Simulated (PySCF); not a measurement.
# A gas-phase reaction: CH4MgO + H2 → H2MgO + CH4

Aim: the reaction energy of `[CH3][Mg][OH]` + `[H][H]` → `[OH][MgH]` + `C`.

Programs: PySCF 2.14.0. All values are calculated, for the isolated system unless a continuum is named. Atoms count from 0, parts from 1.

## 1. Starting point

Each species was relaxed by itself at PBE0-D3(BJ)/def2-SVPD.

## 2. Reaction energy: wB97M-D3(BJ)/def2-TZVPD

What the job is given:

```
{"job": {"kind": "react", "xc": "wB97M-D3(BJ)", "basis": "def2-TZVPD"}, "charge": 0, "multiplicity": 1}
-1 CH4MgO charge 0 multiplicity 1
C      1.169880    -0.488440     0.489700
Mg    -0.616020     0.260080    -0.269620
O     -2.136130     0.905820    -0.940710
H      2.001580     0.224560     0.367620
H      1.471940    -1.422460    -0.011730
H      1.095790    -0.712730     1.566320
H     -2.987050     1.233170    -1.201600

-1 H2 charge 0 multiplicity 1
H      0.380230    -0.004390    -0.005750
H     -0.380230     0.004390     0.005750

+1 H2MgO charge 0 multiplicity 1
O      0.561740     0.440860    -0.804590
Mg    -0.368810    -0.285970     0.527360
H      1.061050     0.820900    -1.515450
H     -1.253980    -0.975760     1.792660

+1 CH4 charge 0 multiplicity 1
C      0.001440     0.001500     0.000820
H     -0.327570    -0.240280     1.018980
H     -0.094560     1.081180    -0.167880
H     -0.621660    -0.538480    -0.722750
H      1.049640    -0.296490    -0.125210
```

Method: wB97M-D3(BJ)/def2-TZVPD reaction energy of separated species, gas phase.

Launch:

```
OMP_NUM_THREADS=1 python cluster_run.py task.json out
```

One launch serves the whole session: the jobs run in the order shown.

Standard output:

```text
species 1 (CH4MgO)
coarse grid: 26480 points
cycle   1  E = -315.8151105513  dE =  1.452e-02  |g| = 8.457e-01  |ddm| = 2.110e+00
cycle   2  E = -315.7223135690  dE =  9.280e-02  |g| = 1.160e+00  |ddm| = 1.019e+00
cycle   3  E = -315.9620318536  dE = -2.397e-01  |g| = 4.851e-02  |ddm| = 4.864e-01
cycle   4  E = -315.9631494895  dE = -1.118e-03  |g| = 2.666e-02  |ddm| = 1.231e-01
cycle   5  E = -315.9633853859  dE = -2.359e-04  |g| = 7.461e-03  |ddm| = 5.938e-02
cycle   6  E = -315.9634226477  dE = -3.726e-05  |g| = 2.205e-03  |ddm| = 2.737e-02
cycle   7  E = -315.9634261678  dE = -3.520e-06  |g| = 5.707e-04  |ddm| = 1.088e-02
final grid: 55440 points
cycle   8  E = -315.9633905342  dE = -2.682e-07  |g| = 4.582e-04  |ddm| = 5.544e-03
cycle   9  E = -315.9633905591  dE = -2.490e-08  |g| = 5.329e-04  |ddm| = 1.225e-03
cycle  10  E = -315.9633906072  dE = -4.808e-08  |g| = 5.860e-05  |ddm| = 2.747e-04
cycle  11  E = -315.9633906122  dE = -5.029e-09  |g| = 1.642e-05  |ddm| = 4.171e-04
cycle  12  E = -315.9633906124  dE = -1.418e-10  |g| = 3.320e-06  |ddm| = 6.935e-05
converged SCF energy = -315.9633906124

species 2 (H2)
coarse grid: 4944 points
cycle   1  E = -1.1694186052  dE = -2.751e-01  |g| = 9.865e-03  |ddm| = 4.504e-01
cycle   2  E = -1.1694528491  dE = -3.424e-05  |g| = 1.161e-03  |ddm| = 9.676e-03
cycle   3  E = -1.1694535313  dE = -6.822e-07  |g| = 1.815e-04  |ddm| = 1.918e-03
final grid: 10744 points
cycle   4  E = -1.1694521356  dE = -2.407e-08  |g| = 4.114e-05  |ddm| = 3.871e-04
cycle   5  E = -1.1694521369  dE = -1.270e-09  |g| = 9.630e-06  |ddm| = 9.176e-05
cycle   6  E = -1.1694521370  dE = -7.530e-11  |g| = 3.020e-07  |ddm| = 2.873e-05
converged SCF energy = -1.1694521370

species 3 (H2MgO)
coarse grid: 16360 points
cycle   1  E = -276.4676606502  dE = -2.515e-02  |g| = 8.455e-01  |ddm| = 1.475e+00
cycle   2  E = -276.3655232934  dE =  1.021e-01  |g| = 1.183e+00  |ddm| = 8.698e-01
cycle   3  E = -276.6164361965  dE = -2.509e-01  |g| = 4.314e-02  |ddm| = 4.675e-01
cycle   4  E = -276.6174076187  dE = -9.714e-04  |g| = 1.311e-02  |ddm| = 8.008e-02
cycle   5  E = -276.6175035193  dE = -9.590e-05  |g| = 2.738e-03  |ddm| = 2.828e-02
cycle   6  E = -276.6175103055  dE = -6.786e-06  |g| = 6.556e-04  |ddm| = 9.646e-03
final grid: 33488 points
cycle   7  E = -276.6174777831  dE = -2.242e-07  |g| = 5.153e-04  |ddm| = 1.593e-03
cycle   8  E = -276.6174777869  dE = -3.816e-09  |g| = 6.213e-04  |ddm| = 5.889e-04
cycle   9  E = -276.6174778489  dE = -6.198e-08  |g| = 4.041e-05  |ddm| = 2.366e-04
cycle  10  E = -276.6174778507  dE = -1.849e-09  |g| = 1.376e-05  |ddm| = 1.283e-04
cycle  11  E = -276.6174778508  dE = -7.731e-11  |g| = 1.092e-06  |ddm| = 2.581e-05
converged SCF energy = -276.6174778508

species 4 (CH4)
coarse grid: 15072 points
cycle   1  E = -40.5278833858  dE = -1.934e-01  |g| = 1.334e-01  |ddm| = 1.251e+00
cycle   2  E = -40.5302962510  dE = -2.413e-03  |g| = 8.952e-02  |ddm| = 1.943e-01
cycle   3  E = -40.5321612811  dE = -1.865e-03  |g| = 5.683e-03  |ddm| = 4.933e-02
cycle   4  E = -40.5321710081  dE = -9.727e-06  |g| = 3.955e-04  |ddm| = 1.280e-02
final grid: 32696 points
cycle   5  E = -40.5321632216  dE = -9.679e-08  |g| = 9.548e-05  |ddm| = 2.500e-03
cycle   6  E = -40.5321632280  dE = -6.401e-09  |g| = 3.094e-05  |ddm| = 6.773e-04
cycle   7  E = -40.5321632286  dE = -5.507e-10  |g| = 1.563e-05  |ddm| = 2.111e-04
converged SCF energy = -40.5321632286

Reaction energy = -10.194 kcal/mol
```

Wall time 14 s (1 thread of Arm Neoverse N1, shared host); peak memory 0.54 GiB.

Species by species (with the dispersion term, which the log's SCF energies lack):

```tsv
ν	species	energy (Eh)	HOMO (eV)
-1	[CH3][Mg][OH]	-315.96773	-9.65
-1	[H][H]	-1.16967	-14.48
+1	[OH][MgH]	-276.61909	-10.32
+1	C	-40.53455	-13.46
```

## 3. Energies of the species: PBE0-D3(BJ)/def2-TZVPD

Same as in step 2 but for these lines:

```diff
@@ -1,2 +1,2 @@
-{"job": {"kind": "react", "xc": "wB97M-D3(BJ)", "basis": "def2-TZVPD"}, "charge": 0, "multiplicity": 1}
+{"job": {"kind": "react", "xc": "PBE0", "basis": "def2-TZVPD", "disp": "d3bj"}, "charge": 0, "multiplicity": 1}
 -1 CH4MgO charge 0 multiplicity 1
```

Method: PBE0-D3(BJ)/def2-TZVPD reaction energy of separated species, gas phase.

Standard output:

```text
species 1 (CH4MgO)
coarse grid: 6280 points
cycle   1  E = -315.4735623299  dE =  4.498e-02  |g| = 9.720e-01  |ddm| = 2.386e+00
cycle   2  E = -314.8195921246  dE =  6.540e-01  |g| = 1.970e+00  |ddm| = 1.671e+00
cycle   3  E = -315.6511774647  dE = -8.316e-01  |g| = 2.109e-01  |ddm| = 1.085e+00
cycle   4  E = -315.6587093938  dE = -7.532e-03  |g| = 1.207e-01  |ddm| = 2.561e-01
cycle   5  E = -315.6623829804  dE = -3.674e-03  |g| = 9.739e-03  |ddm| = 1.117e-01
cycle   6  E = -315.6624006735  dE = -1.769e-05  |g| = 2.587e-03  |ddm| = 1.626e-02
cycle   7  E = -315.6624020880  dE = -1.415e-06  |g| = 1.732e-04  |ddm| = 4.660e-03
final grid: 55440 points
cycle   8  E = -315.6603449836  dE = -2.768e-05  |g| = 5.562e-03  |ddm| = 7.057e-02
cycle   9  E = -315.6603368120  dE =  8.172e-06  |g| = 8.196e-03  |ddm| = 1.039e-02
cycle  10  E = -315.6603515566  dE = -1.474e-05  |g| = 8.480e-04  |ddm| = 5.715e-03
cycle  11  E = -315.6603516603  dE = -1.036e-07  |g| = 2.838e-04  |ddm| = 5.773e-04
cycle  12  E = -315.6603516792  dE = -1.898e-08  |g| = 4.802e-05  |ddm| = 2.840e-04
cycle  13  E = -315.6603516797  dE = -4.318e-10  |g| = 4.226e-06  |ddm| = 4.696e-05
converged SCF energy = -315.6603516797

species 2 (H2)
coarse grid: 1240 points
cycle   1  E = -1.1670611977  dE = -2.327e-01  |g| = 2.266e-02  |ddm| = 4.588e-01
cycle   2  E = -1.1672486442  dE = -1.874e-04  |g| = 3.233e-03  |ddm| = 1.896e-02
cycle   3  E = -1.1672531004  dE = -4.456e-06  |g| = 9.769e-05  |ddm| = 2.761e-03
final grid: 10744 points
cycle   4  E = -1.1681372232  dE = -1.931e-06  |g| = 2.741e-04  |ddm| = 1.573e-03
cycle   5  E = -1.1681372515  dE = -2.829e-08  |g| = 3.989e-05  |ddm| = 2.446e-04
cycle   6  E = -1.1681372521  dE = -6.320e-10  |g| = 1.265e-06  |ddm| = 3.105e-05
converged SCF energy = -1.1681372521

species 3 (H2MgO)
coarse grid: 3952 points
cycle   1  E = -276.2157398011  dE =  2.974e-02  |g| = 9.029e-01  |ddm| = 1.567e+00
cycle   2  E = -275.4686796898  dE =  7.471e-01  |g| = 2.028e+00  |ddm| = 1.232e+00
cycle   3  E = -276.3670689108  dE = -8.984e-01  |g| = 1.058e-01  |ddm| = 9.237e-01
cycle   4  E = -276.3701760609  dE = -3.107e-03  |g| = 2.602e-02  |ddm| = 1.032e-01
cycle   5  E = -276.3703188416  dE = -1.428e-04  |g| = 4.572e-03  |ddm| = 1.937e-02
cycle   6  E = -276.3703228885  dE = -4.047e-06  |g| = 5.269e-04  |ddm| = 3.985e-03
final grid: 33488 points
cycle   7  E = -276.3708702224  dE = -1.830e-05  |g| = 4.159e-03  |ddm| = 2.720e-02
cycle   8  E = -276.3708654280  dE =  4.794e-06  |g| = 6.563e-03  |ddm| = 4.325e-03
cycle   9  E = -276.3708728326  dE = -7.405e-06  |g| = 6.089e-04  |ddm| = 2.760e-03
cycle  10  E = -276.3708728841  dE = -5.151e-08  |g| = 5.089e-05  |ddm| = 2.678e-04
cycle  11  E = -276.3708728845  dE = -4.312e-10  |g| = 5.698e-06  |ddm| = 3.951e-05
converged SCF energy = -276.3708728845

species 4 (CH4)
coarse grid: 3568 points
cycle   1  E = -40.4583228728  dE = -2.007e-01  |g| = 2.715e-01  |ddm| = 1.409e+00
cycle   2  E = -40.4546807990  dE =  3.642e-03  |g| = 2.993e-01  |ddm| = 3.091e-01
cycle   3  E = -40.4774897086  dE = -2.281e-02  |g| = 2.106e-03  |ddm| = 1.506e-01
cycle   4  E = -40.4774905286  dE = -8.200e-07  |g| = 2.125e-04  |ddm| = 2.658e-03
final grid: 32696 points
cycle   5  E = -40.4741138475  dE = -1.510e-05  |g| = 4.500e-03  |ddm| = 6.116e-02
cycle   6  E = -40.4741128235  dE =  1.024e-06  |g| = 4.905e-03  |ddm| = 6.204e-03
cycle   7  E = -40.4741186715  dE = -5.848e-06  |g| = 4.124e-05  |ddm| = 2.490e-03
cycle   8  E = -40.4741186720  dE = -4.968e-10  |g| = 7.790e-06  |ddm| = 9.507e-05
converged SCF energy = -40.4741186720

Reaction energy = -9.877 kcal/mol
```

Run time: 6.4 s. Hardware: 1 thread of Arm Neoverse N1, shared host; peak memory 0.52 GiB.

Reaction energy at this level: -9.88 kcal/mol.

## 4. Energies of the species: MP2/def2-TZVPD

Same as in step 3 but for these lines:

```diff
@@ -1,2 +1,2 @@
-{"job": {"kind": "react", "xc": "PBE0", "basis": "def2-TZVPD", "disp": "d3bj"}, "charge": 0, "multiplicity": 1}
+{"job": {"kind": "react", "xc": "MP2", "basis": "def2-TZVPD"}, "charge": 0, "multiplicity": 1}
 -1 CH4MgO charge 0 multiplicity 1
```

Method: MP2/def2-TZVPD reaction energy of separated species, gas phase.

Standard output:

```text
species 1 (CH4MgO)
final grid: 55440 points
cycle   1  E = -314.6443345128  dE = -7.453e-02  |g| = 6.585e-01  |ddm| = 1.986e+00
cycle   2  E = -314.7025829388  dE = -5.825e-02  |g| = 5.082e-01  |ddm| = 6.612e-01
cycle   3  E = -314.7469782769  dE = -4.440e-02  |g| = 4.314e-02  |ddm| = 2.371e-01
cycle   4  E = -314.7483628170  dE = -1.385e-03  |g| = 1.065e-02  |ddm| = 1.102e-01
cycle   5  E = -314.7484807073  dE = -1.179e-04  |g| = 4.826e-03  |ddm| = 3.092e-02
cycle   6  E = -314.7485002730  dE = -1.957e-05  |g| = 1.534e-03  |ddm| = 1.087e-02
cycle   7  E = -314.7485026515  dE = -2.379e-06  |g| = 4.485e-04  |ddm| = 4.692e-03
cycle   8  E = -314.7485027909  dE = -1.393e-07  |g| = 5.761e-05  |ddm| = 1.759e-03
cycle   9  E = -314.7485027924  dE = -1.544e-09  |g| = 1.273e-05  |ddm| = 2.903e-04
cycle  10  E = -314.7485027925  dE = -7.685e-11  |g| = 2.516e-06  |ddm| = 2.511e-05
converged SCF energy = -314.7485027925

species 2 (H2)
final grid: 10744 points
cycle   1  E = -1.1312982470  dE = -3.213e-01  |g| = 4.426e-02  |ddm| = 4.479e-01
cycle   2  E = -1.1322330367  dE = -9.348e-04  |g| = 7.183e-03  |ddm| = 3.751e-02
cycle   3  E = -1.1322677369  dE = -3.470e-05  |g| = 8.111e-04  |ddm| = 1.078e-02
cycle   4  E = -1.1322681519  dE = -4.150e-07  |g| = 2.771e-05  |ddm| = 1.627e-03
cycle   5  E = -1.1322681524  dE = -4.854e-10  |g| = 2.610e-06  |ddm| = 6.834e-05
converged SCF energy = -1.1322681524

species 3 (H2MgO)
final grid: 33488 points
cycle   1  E = -275.5920739497  dE = -1.489e-01  |g| = 6.504e-01  |ddm| = 1.418e+00
cycle   2  E = -275.6484900939  dE = -5.642e-02  |g| = 5.072e-01  |ddm| = 5.642e-01
cycle   3  E = -275.6924752317  dE = -4.399e-02  |g| = 3.654e-02  |ddm| = 2.127e-01
cycle   4  E = -275.6934284175  dE = -9.532e-04  |g| = 7.506e-03  |ddm| = 6.802e-02
cycle   5  E = -275.6934751961  dE = -4.678e-05  |g| = 1.476e-03  |ddm| = 1.585e-02
cycle   6  E = -275.6934770967  dE = -1.901e-06  |g| = 2.687e-04  |ddm| = 4.476e-03
cycle   7  E = -275.6934771564  dE = -5.971e-08  |g| = 5.669e-05  |ddm| = 1.090e-03
cycle   8  E = -275.6934771584  dE = -2.024e-09  |g| = 1.050e-05  |ddm| = 1.518e-04
cycle   9  E = -275.6934771585  dE = -7.810e-11  |g| = 2.757e-06  |ddm| = 3.536e-05
converged SCF energy = -275.6934771585

species 4 (CH4)
final grid: 32696 points
cycle   1  E = -40.2047131931  dE = -1.974e-01  |g| = 1.529e-01  |ddm| = 1.221e+00
cycle   2  E = -40.2121418190  dE = -7.429e-03  |g| = 3.682e-02  |ddm| = 2.041e-01
cycle   3  E = -40.2127047786  dE = -5.630e-04  |g| = 6.405e-03  |ddm| = 3.827e-02
cycle   4  E = -40.2127178800  dE = -1.310e-05  |g| = 1.642e-03  |ddm| = 1.100e-02
cycle   5  E = -40.2127194058  dE = -1.526e-06  |g| = 2.165e-04  |ddm| = 6.917e-03
cycle   6  E = -40.2127194390  dE = -3.320e-08  |g| = 2.839e-05  |ddm| = 1.798e-03
cycle   7  E = -40.2127194395  dE = -4.272e-10  |g| = 1.324e-06  |ddm| = 7.251e-05
converged SCF energy = -40.2127194395

Reaction energy = -7.367 kcal/mol
```

Wall time 2.8 s (1 thread of Arm Neoverse N1, shared host); peak memory 0.38 GiB.

Reaction energy at this level: -7.37 kcal/mol.

## 5. Comparing the runs

Energies in kcal/mol, with wall time:

```tsv
run	reaction	time
wB97M-D3(BJ)/def2-TZVPD	-10.19	14 s
PBE0-D3(BJ)/def2-TZVPD	-9.88	6.4 s
MP2/def2-TZVPD	-7.37	2.8 s
```

## 6. What came out

| quantity | value |
| --- | --- |
| reaction energy (wB97M-D3(BJ)/def2-TZVPD) | -10.19 kcal/mol |
| ΔH, ΔG at 298 K (xTB thermal terms) | -5.7, -6.7 kcal/mol |
| range of the reaction energy over the runs of this table | -10.19 to -7.37 kcal/mol |

The reaction is exothermic by 5.7 kcal/mol in the gas phase; dispersion gives +0.35, and xTB itself gave -42.34 for the electronic energy (xTB energies and thermal terms come from the earlier relaxation of each species, not shown). No barrier was sought. xTB and this level differ widely in the electronic energy, so what comes from xTB (the thermal terms above all) is less safe here. The reaction energy runs from -10.19 (wB97M-D3(BJ)/def2-TZVPD) to -7.37 kcal/mol (MP2/def2-TZVPD).
